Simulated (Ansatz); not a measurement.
The system is NbRu3C.

```
Ru Nb C
1.0
     4.06514    0.00000    0.00000
     0.00000    4.06514    0.00000
     0.00000    0.00000    4.06514
Ru Nb C
3 1 1
Cartesian
  2.0326 2.0326 0.0000
  2.0326 0.0000 2.0326
  0.0000 2.0326 2.0326
  0.0000 0.0000 0.0000
  2.0326 2.0326 2.0326
```

The cell comes from a database or a generator and needn't be the stable form of this composition.

Base run:

```yaml
Program: Ansatz 0.2.0
Functional: revPBE
Potentials_or_basis: Ansatz PAW
Cutoff: 420 eV
Density_cutoff: 1680 eV
k_mesh: 7 × 7 × 7
Occupations: fermi-dirac, width 0.05 eV
Spin: no spin polarisation
```

Its results: band gap on the k mesh none (metal or under the smearing width); pressure -0.6 GPa.

Problem. The run is repeated on the same cell with these changes: functional from revPBE to BLYP. What comes out?

Solution. Band gap on the k mesh none (metal or under the smearing width); pressure 8.2 GPa.

Caveats: the potentials were made for another functional, which shifts forces and pressure; the PAW data sets come from PBE, with cores solved anew for the run's functional, which leaves a small shift of forces and pressure; the density of states is complete only up to the lowest level of the last band computed.

Not every run made on this cell is shown here.
